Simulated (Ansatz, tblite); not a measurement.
# Sn(SiH3)H3 (SiSnH₆): charged states by level of theory

Aim: the energy of removing and adding an electron for Sn(SiH3)H3 (SiSnH₆), by energy differences, and how well orbital energies stand in for it.

Program: Ansatz 0.2.0, Gaussian basis. Level of theory: as each input shows. These are calculated values, not measurements.

Levels to be run: charge +1 doublet, at the geometry of the singlet (PBE0-D4/def2-TZVP, PBE-D4/def2-TZVP, r2SCAN-D4/def2-TZVP, CCSD(T)/def2-TZVPP); charge -1 doublet, at the geometry of the singlet (PBE0-D4/def2-TZVPD, PBE-D4/def2-TZVPD, r2SCAN-D4/def2-TZVPD, CCSD(T)/def2-TZVPD); the starting singlet's energies come from earlier runs.

1 further run of the same task is left out (set aside as unsound or not needed).

### 1 The geometry

The singlet was relaxed beforehand with PBE-D4/def2-TZVP.

8 atoms, charge 0, spin multiplicity 1.

Atoms are counted from 1 here; the program's logs count them from 0.

Bond lengths: Sn1–Si2 2.575 Å, Sn1–H6 1.721 Å, Sn1–H7 1.721 Å, Sn1–H8 1.721 Å, Si2–H3 1.496 Å, Si2–H4 1.496 Å, Si2–H5 1.496 Å. Angles: Si2–Sn1–H6 110.9°, Si2–Sn1–H7 110.9°, Si2–Sn1–H8 110.9°, H6–Sn1–H7 108.0°, H6–Sn1–H8 108.0°, H7–Sn1–H8 108.0°, Sn1–Si2–H3 110.2°, Sn1–Si2–H4 110.2°, Sn1–Si2–H5 110.2°, H3–Si2–H4 108.7°, H3–Si2–H5 108.7°, H4–Si2–H5 108.7°.

Sn takes a core potential in the def2 sets. No spin-orbit coupling is included.

### 2 Charge +1 doublet at the fixed geometry, PBE0-D4/def2-TZVP

The input, in.yaml:

```yaml
crystal:
  periodic: [false, false, false]
  atoms:
    - {symbol: Sn, position_ang: [-0.003357, 0.007971, -1.250934]}
    - {symbol: Si, position_ang: [0.003543, -0.008427, 1.323572]}
    - {symbol: H, position_ang: [0.802810, 1.143263, 1.845202]}
    - {symbol: H, position_ang: [0.606244, -1.280154, 1.830305]}
    - {symbol: H, position_ang: [-1.394249, 0.101744, 1.844488]}
    - {symbol: H, position_ang: [1.602220, -0.022632, -1.868745]}
    - {symbol: H, position_ang: [-0.778701, 1.421006, -1.853169]}
    - {symbol: H, position_ang: [-0.838511, -1.362761, -1.870708]}
basis:
  gaussian: {orbitals: def2-TZVP}
total_charge: 1
magnetization: {spin_polarized: true, initial_magnetization: 1}
hamiltonian: {xc: pbe0, dispersion: d4}
output: {orbitals: {seedname: orbitals}}
```

Command:

```sh
ansatz run in.yaml --threads 4 --pin off --events-out ev --progress --plain --max-ram 3916MiB
```

Output:

```text
Functional definition: PBE0
  name "PBE0"
  cite "Adamo & Barone, J. Chem. Phys. 110, 6158 (1999) doi:10.1063/1.478522"
  cite "Perdew, Burke & Ernzerhof, Phys. Rev. Lett. 77, 3865 (1996) doi:10.1103/PhysRevLett.77.3865"
  parent pbe
  parameter a = 0.25
  parameter kappa = 0.804
  parameter beta = 0.06672455060314922
  exchange = (1 - a)*pbe_x(kappa = kappa, mu = beta*pi^2/3) + a*exact_x
  correlation = pbe_c(beta = beta)
993 factors; their error is unknown
mean field evaluation 1: about -13792.5158 eV, gradient 9.1e0 eV
mean field evaluation 2: about -13792.9313 eV, gradient 4.8e0 eV
mean field evaluation 4: about -13793.0425 eV, gradient 4.1e-1 eV
mean field evaluation 8: about -13793.1507 eV, gradient 1.4e-1 eV
mean field evaluation 16: about -13793.1507 eV, gradient 8.1e-5 eV
mean field -13793.15071001 eV, -506.8889392595 hartree, gradient 5.5e-5 eV, S^2 0.753136; 2 other end points of the search recorded, 0 dependent functions left out
reference -13793.15075023 eV, -506.8889407377 hartree; 21, 20 occupied and 102, 103 virtual orbitals, 993 factors
Total energy: -13793.24321239 eV, -506.8923386594 hartree
```

It took 2.2 s on 4 threads of Arm Neoverse V2, shared host.

Report: HOMO -14.44 eV, LUMO -11.90 eV (over both spins); ⟨S²⟩ 0.753 (pure: 0.75).

### 3 Charge +1 doublet at the fixed geometry, PBE-D4/def2-TZVP

start.molden holds the orbitals of an earlier run on this state, given as this run's starting guess.

in.yaml: that of step 2 with these lines changed.

```diff
@@ -12,6 +12,7 @@
 basis:
-  gaussian: {orbitals: def2-TZVP}
+  gaussian: {orbitals: def2-TZVP, initial_orbitals: start.molden}
 total_charge: 1
 magnetization: {spin_polarized: true, initial_magnetization: 1}
-hamiltonian: {xc: pbe0, dispersion: d4}
+hamiltonian: {xc: pbe, dispersion: d4}
+scf: {omitted_lower_state_checks: [starts]}
 output: {orbitals: {seedname: orbitals}}
```

Launched as before.

Output:

```text
Functional definition: PBE
  name "PBE"
  cite "Perdew, Burke & Ernzerhof, Phys. Rev. Lett. 77, 3865 (1996) doi:10.1103/PhysRevLett.77.3865"
  parent pbe
  parameter kappa = 0.804
  parameter beta = 0.06672455060314922
  exchange = pbe_x(kappa = kappa, mu = beta*pi^2/3)
  correlation = pbe_c(beta = beta)
these checks for a lower state are left out or cut short: starts
904 factors; their error is unknown
mean field evaluation 1: about -13791.9370 eV, gradient 5.3e0 eV
mean field evaluation 2: about -13792.0173 eV, gradient 1.1e-1 eV
mean field evaluation 4: about -13792.0053 eV, gradient 2.9e-4 eV
mean field -13792.00526507 eV, -506.8468449345 hartree, gradient 2.3e-5 eV, S^2 0.752089; 0 other end points of the search recorded, 0 dependent functions left out
reference -13792.00531900 eV, -506.8468469164 hartree; 21, 20 occupied and 102, 103 virtual orbitals, 904 factors
Total energy: -13792.11393202 eV, -506.8508383711 hartree
Checks for a lower state left out: starts
```

It took 1.2 s on 4 threads of Arm Neoverse V2, shared host.

From the report: HOMO -13.29 eV, LUMO -12.65 eV (over both spins); ⟨S²⟩ 0.752 (pure: 0.75).

### 4 Charge +1 doublet at the fixed geometry, r2SCAN-D4/def2-TZVP

in.yaml: that of step 3 with these lines changed.

```diff
@@ -15,3 +15,3 @@
 magnetization: {spin_polarized: true, initial_magnetization: 1}
-hamiltonian: {xc: pbe, dispersion: d4}
+hamiltonian: {xc: r2scan, dispersion: d4}
 scf: {omitted_lower_state_checks: [starts]}
```

The command is unchanged.

Output:

```text
Functional definition: r2SCAN
  name "r2SCAN"
  cite "Furness, Kaplan, Ning, Perdew & Sun, J. Phys. Chem. Lett. 11, 8208 (2020) doi:10.1021/acs.jpclett.0c02405"
  cite "Furness, Kaplan, Ning, Perdew & Sun, J. Phys. Chem. Lett. 11, 9248 (2020) doi:10.1021/acs.jpclett.0c03077"
  parent r2scan
  parameter k0 = 0.174
  parameter k1 = 0.065
  parameter a1 = 4.9479
  exchange = r2scan_x(k0 = k0, k1 = k1, a1 = a1)
  correlation = r2scan_c
these checks for a lower state are left out or cut short: starts
904 factors; their error is unknown
mean field evaluation 1: about -13797.8595 eV, gradient 4.0e0 eV
mean field evaluation 2: about -13797.8902 eV, gradient 4.3e-2 eV
mean field evaluation 4: about -13797.8794 eV, gradient 4.3e-5 eV
mean field -13797.87935588 eV, -507.0627137900 hartree, gradient 2.5e-5 eV, S^2 0.754572; 0 other end points of the search recorded, 0 dependent functions left out
reference -13797.87937473 eV, -507.0627144829 hartree; 21, 20 occupied and 102, 103 virtual orbitals, 904 factors
Total energy: -13797.90371447 eV, -507.0636089518 hartree
Checks for a lower state left out: starts
```

Wall time 3 s (4 threads of Arm Neoverse V2, shared host).

From the report: HOMO -13.59 eV, LUMO -12.49 eV (over both spins); ⟨S²⟩ 0.755 (pure: 0.75).

### 5 Charge +1 doublet at the fixed geometry, CCSD(T)/def2-TZVPP

in.yaml: that of step 4 with these lines changed.

```diff
@@ -12,7 +12,7 @@
 basis:
-  gaussian: {orbitals: def2-TZVP, initial_orbitals: start.molden}
+  gaussian: {orbitals: def2-TZVPP, initial_orbitals: start.molden}
 total_charge: 1
 magnetization: {spin_polarized: true, initial_magnetization: 1}
-hamiltonian: {xc: r2scan, dispersion: d4}
-scf: {omitted_lower_state_checks: [starts]}
+correlation: {method: ccsd_t}
+scf: {omitted_lower_state_checks: [starts, cluster_reference]}
 output: {orbitals: {seedname: orbitals}}
```

Launched as before.

Output (excerpt; [...] marks lines left out):

```text
Functional definition: HF
  name "HF"
  cite "Fock, Z. Phys. 61, 126 (1930) doi:10.1007/BF01340294"
  parent pbe
[...]
1156 factors; integrals over basis functions are off by at most 7.8e-4 eV
[...]
mean field -13753.15556939 eV, -505.4191449513 hartree, gradient 4.0e-6 eV, S^2 0.759019; 0 other end points of the search recorded, 0 dependent functions left out
9 core orbitals not correlated: weight in the atoms' cores, before any rotation towards them, 1.000 or more for the frozen orbitals, at most 0.000 for the correlated occupied ones
reference -13753.15556939 eV, -505.4191449513 hartree; 12, 11 occupied and 155, 156 virtual orbitals, 1156 factors
second order -12.08666271 eV of doubles, -0.00000000 eV of singles
cycle   1  -12.59100245 eV  change   -5.0e-1 eV  update   9.7e-2
[...]
cycle  10  -13.13124260 eV  change    1.5e-5 eV  update   1.1e-5
perturbative correction -0.35070339 eV, -0.0128881120 hartree
Total energy: -13766.63751538 eV, -505.9145973283 hartree
Checks for a lower state left out: starts, cluster_reference
```

Run time: 4.3 min. Hardware: 4 threads of Arm Neoverse V2, shared host; peak memory 2 GiB.

Report: Hartree-Fock HOMO -17.22 eV, LUMO -8.29 eV (over both spins); ⟨S²⟩ 0.759 (pure: 0.75); T1 0.016.

### 6 Vertical ionisation energy

Charged state less starting state, singlet to doublet; the starting state's energies are those of its earlier runs.

Differences are taken before rounding.

```tsv
method	vertical ionisation energy (eV)	from CCSD(T)/def2-TZVPP (eV)	time
HF/def2-TZVPP	9.32	-0.76	
PBE-D4/def2-TZVP	9.85	-0.22	1.9 s
r2SCAN-D4/def2-TZVP	9.92	-0.15	4.4 s
PBE0-D4/def2-TZVP	10.00	-0.08	3.6 s
MP2/def2-TZVPP	10.11	+0.03	
CCSD/def2-TZVPP	10.05	-0.03	
CCSD(T)/def2-TZVPP	10.07	0	4.6 min
```

Times add the two runs; a level without a time comes out of a correlated run.

Beside −ε(HOMO) of the starting state:

```tsv
level	−ε(HOMO) (eV)	by difference (eV)	mismatch (eV)
PBE-D4/def2-TZVP	6.96	9.85	-2.89
r2SCAN-D4/def2-TZVP	7.21	9.92	-2.71
PBE0-D4/def2-TZVP	8.00	10.00	-1.99
```

### 7 Charge -1 doublet at the fixed geometry, PBE0-D4/def2-TZVPD

in.yaml: that of step 5 with these lines changed.

```diff
@@ -12,7 +12,6 @@
 basis:
-  gaussian: {orbitals: def2-TZVPP, initial_orbitals: start.molden}
-total_charge: 1
+  gaussian: {orbitals: def2-TZVPD}
+total_charge: -1
 magnetization: {spin_polarized: true, initial_magnetization: 1}
-correlation: {method: ccsd_t}
-scf: {omitted_lower_state_checks: [starts, cluster_reference]}
+hamiltonian: {xc: pbe0, dispersion: d4}
 output: {orbitals: {seedname: orbitals}}
```

Launched as before.

Output:

```text
Functional definition: PBE0
  name "PBE0"
  cite "Adamo & Barone, J. Chem. Phys. 110, 6158 (1999) doi:10.1063/1.478522"
  cite "Perdew, Burke & Ernzerhof, Phys. Rev. Lett. 77, 3865 (1996) doi:10.1103/PhysRevLett.77.3865"
  parent pbe
  parameter a = 0.25
  parameter kappa = 0.804
  parameter beta = 0.06672455060314922
  exchange = (1 - a)*pbe_x(kappa = kappa, mu = beta*pi^2/3) + a*exact_x
  correlation = pbe_c(beta = beta)
1090 factors; their error is unknown
mean field evaluation 1: about -13801.5771 eV, gradient 1.1e1 eV
mean field evaluation 2: about -13801.8488 eV, gradient 1.0e1 eV
mean field evaluation 4: about -13802.3096 eV, gradient 3.5e-1 eV
mean field evaluation 8: about -13802.3906 eV, gradient 1.6e-1 eV
mean field evaluation 16: about -13802.3919 eV, gradient 5.5e-4 eV
mean field evaluation 32: about -13802.3545 eV, gradient 6.3e-1 eV
mean field -13802.39190395 eV, -507.2285468730 hartree, gradient 1.3e-5 eV, S^2 0.751309; 9 other end points of the search recorded, 0 dependent functions left out
reference -13802.39194643 eV, -507.2285484341 hartree; 22, 21 occupied and 131, 132 virtual orbitals, 1090 factors
Total energy: -13802.55072903 eV, -507.2343835870 hartree
```

It took 6 s on 4 threads of Arm Neoverse V2, shared host.

Report: HOMO 1.78 eV, LUMO 3.06 eV (over both spins); ⟨S²⟩ 0.751 (pure: 0.75). Doubts: highest occupied level lies above zero.

### 8 Charge -1 doublet at the fixed geometry, PBE-D4/def2-TZVPD

in.yaml: that of step 7 with these lines changed.

```diff
@@ -12,6 +12,7 @@
 basis:
-  gaussian: {orbitals: def2-TZVPD}
+  gaussian: {orbitals: def2-TZVPD, initial_orbitals: start.molden}
 total_charge: -1
 magnetization: {spin_polarized: true, initial_magnetization: 1}
-hamiltonian: {xc: pbe0, dispersion: d4}
+hamiltonian: {xc: pbe, dispersion: d4}
+scf: {omitted_lower_state_checks: [starts]}
 output: {orbitals: {seedname: orbitals}}
```

Same command.

Output:

```text
Functional definition: PBE
  name "PBE"
  cite "Perdew, Burke & Ernzerhof, Phys. Rev. Lett. 77, 3865 (1996) doi:10.1103/PhysRevLett.77.3865"
  parent pbe
  parameter kappa = 0.804
  parameter beta = 0.06672455060314922
  exchange = pbe_x(kappa = kappa, mu = beta*pi^2/3)
  correlation = pbe_c(beta = beta)
these checks for a lower state are left out or cut short: starts
985 factors; their error is unknown
mean field evaluation 1: about -13801.2118 eV, gradient 5.3e0 eV
mean field evaluation 2: about -13801.2856 eV, gradient 1.0e-1 eV
mean field evaluation 4: about -13801.2749 eV, gradient 2.5e-3 eV
mean field -13801.27485537 eV, -507.1874960946 hartree, gradient 2.1e-5 eV, S^2 0.750603; 0 other end points of the search recorded, 0 dependent functions left out
reference -13801.27491224 eV, -507.1874981846 hartree; 22, 21 occupied and 131, 132 virtual orbitals, 985 factors
Total energy: -13801.46103818 eV, -507.1943381867 hartree
Checks for a lower state left out: starts
```

Run time: 2.5 s. Hardware: 4 threads of Arm Neoverse V2, shared host.

HOMO 2.04 eV, LUMO 2.49 eV (over both spins); ⟨S²⟩ 0.751 (pure: 0.75). Doubts: highest occupied level lies above zero.

### 9 Charge -1 doublet at the fixed geometry, r2SCAN-D4/def2-TZVPD

in.yaml: that of step 8 with these lines changed.

```diff
@@ -15,3 +15,3 @@
 magnetization: {spin_polarized: true, initial_magnetization: 1}
-hamiltonian: {xc: pbe, dispersion: d4}
+hamiltonian: {xc: r2scan, dispersion: d4}
 scf: {omitted_lower_state_checks: [starts]}
```

The command is unchanged.

Output:

```text
Functional definition: r2SCAN
  name "r2SCAN"
  cite "Furness, Kaplan, Ning, Perdew & Sun, J. Phys. Chem. Lett. 11, 8208 (2020) doi:10.1021/acs.jpclett.0c02405"
  cite "Furness, Kaplan, Ning, Perdew & Sun, J. Phys. Chem. Lett. 11, 9248 (2020) doi:10.1021/acs.jpclett.0c03077"
  parent r2scan
  parameter k0 = 0.174
  parameter k1 = 0.065
  parameter a1 = 4.9479
  exchange = r2scan_x(k0 = k0, k1 = k1, a1 = a1)
  correlation = r2scan_c
these checks for a lower state are left out or cut short: starts
985 factors; their error is unknown
mean field evaluation 1: about -13807.0625 eV, gradient 4.1e0 eV
mean field evaluation 2: about -13807.0990 eV, gradient 6.3e-2 eV
mean field evaluation 4: about -13807.0891 eV, gradient 6.7e-4 eV
mean field evaluation 8: about -13807.0891 eV, gradient 3.2e-5 eV
mean field -13807.08911233 eV, -507.4011660970 hartree, gradient 1.2e-5 eV, S^2 0.752542; 0 other end points of the search recorded, 0 dependent functions left out
reference -13807.08914663 eV, -507.4011673576 hartree; 22, 21 occupied and 131, 132 virtual orbitals, 985 factors
Total energy: -13807.13370028 eV, -507.4028046738 hartree
Checks for a lower state left out: starts
```

Wall time 5.5 s (4 threads of Arm Neoverse V2, shared host).

From the report: HOMO 2.06 eV, LUMO 2.91 eV (over both spins); ⟨S²⟩ 0.753 (pure: 0.75). Doubts: highest occupied level lies above zero.

### 10 Charge -1 doublet at the fixed geometry, CCSD(T)/def2-TZVPD

in.yaml: that of step 9 with these lines changed.

```diff
@@ -15,4 +15,4 @@
 magnetization: {spin_polarized: true, initial_magnetization: 1}
-hamiltonian: {xc: r2scan, dispersion: d4}
-scf: {omitted_lower_state_checks: [starts]}
+correlation: {method: ccsd_t}
+scf: {omitted_lower_state_checks: [starts, cluster_reference]}
 output: {orbitals: {seedname: orbitals}}
```

Launched as before.

Output (excerpt; [...] marks lines left out):

```text
Functional definition: HF
  name "HF"
  cite "Fock, Z. Phys. 61, 126 (1930) doi:10.1007/BF01340294"
  parent pbe
[...]
1231 factors; integrals over basis functions are off by at most 7.8e-4 eV
[...]
a density is far from that of the atoms, so the factors are made again for it
1265 factors; integrals over basis functions are off by at most 7.8e-4 eV
[...]
mean field -13760.89834337 eV, -505.7036866470 hartree, gradient 3.8e-6 eV, S^2 0.752719; 1 other end points of the search recorded, 0 dependent functions left out
9 core orbitals not correlated: weight in the atoms' cores, before any rotation towards them, 1.000 or more for the frozen orbitals, at most 0.000 for the correlated occupied ones
reference -13760.89834337 eV, -505.7036866470 hartree; 13, 12 occupied and 131, 132 virtual orbitals, 1265 factors
second order -12.92769653 eV of doubles, -0.00000000 eV of singles
cycle   1  -13.42475352 eV  change   -5.0e-1 eV  update   1.3e-1
[...]
cycle  15  -14.01335918 eV  change    2.2e-5 eV  update   1.5e-5
perturbative correction -0.43406415 eV, -0.0159515632 hartree
Total energy: -13775.34576670 eV, -506.2346196616 hartree
Checks for a lower state left out: starts, cluster_reference
```

Wall time 74 s (4 threads of Arm Neoverse V2, shared host); peak memory 2.8 GiB.

From the report: Hartree-Fock HOMO 1.49 eV, LUMO 4.50 eV (over both spins); ⟨S²⟩ 0.753 (pure: 0.75); T1 0.031. Doubts: highest occupied level lies above zero.

### 11 Vertical electron affinity

Starting state less charged state (positive: the electron is bound), singlet to doublet; the starting state's energies are those of its earlier runs.

Differences are taken before rounding.

```tsv
method	vertical electron affinity (eV)	from CCSD(T)/def2-TZVPD (eV)	time
HF/def2-TZVPD	-1.56	-0.60	
PBE-D4/def2-TZVPD	-0.52	+0.43	3.5 s
r2SCAN-D4/def2-TZVPD	-0.70	+0.25	7.5 s
PBE0-D4/def2-TZVPD	-0.70	+0.25	7.3 s
MP2/def2-TZVPD	-1.05	-0.10	
CCSD/def2-TZVPD	-1.02	-0.07	
CCSD(T)/def2-TZVPD	-0.95	0	87 s
```

Times add the two runs; a level without a time comes out of a correlated run.

Beside −ε(LUMO) of the starting state:

```tsv
level	−ε(LUMO) (eV)	by difference (eV)	mismatch (eV)
PBE-D4/def2-TZVPD	1.11	-0.52	+1.63
r2SCAN-D4/def2-TZVPD	0.66	-0.70	+1.36
PBE0-D4/def2-TZVPD	0.36	-0.70	+1.05
```

### 12 Summary of results

```
                                             quantity                                   value
 vertical ionisation energy, functionals in def2-TZVP     9.85 (PBE-D4) to 10.00 eV (PBE0-D4)
       vertical ionisation energy, CCSD(T)/def2-TZVPP                                10.07 eV
vertical electron affinity, functionals in def2-TZVPD  -0.70 (r2SCAN-D4) to -0.52 eV (PBE-D4)
       vertical electron affinity, CCSD(T)/def2-TZVPD                                -0.95 eV
```

What this shows: The vertical ionisation energy spans 9.85 to 10.00 eV over the functionals, beside 10.07 eV from CCSD(T)/def2-TZVPP. −ε(HOMO) misses the level's own difference by -1.99 eV at best (PBE0-D4) and -2.89 eV at worst (PBE-D4). The reference is CCSD(T) in one finite basis, so it carries an error of its own, often a tenth of an eV or more, and near misses can't be ranked. The vertical electron affinity spans -0.70 to -0.52 eV over the functionals, beside -0.95 eV from CCSD(T)/def2-TZVPD. A negative affinity means an unbound electron, held by the basis alone. −ε(LUMO) misses the level's own difference by +1.05 eV at best (PBE0-D4) and +1.63 eV at worst (PBE-D4).
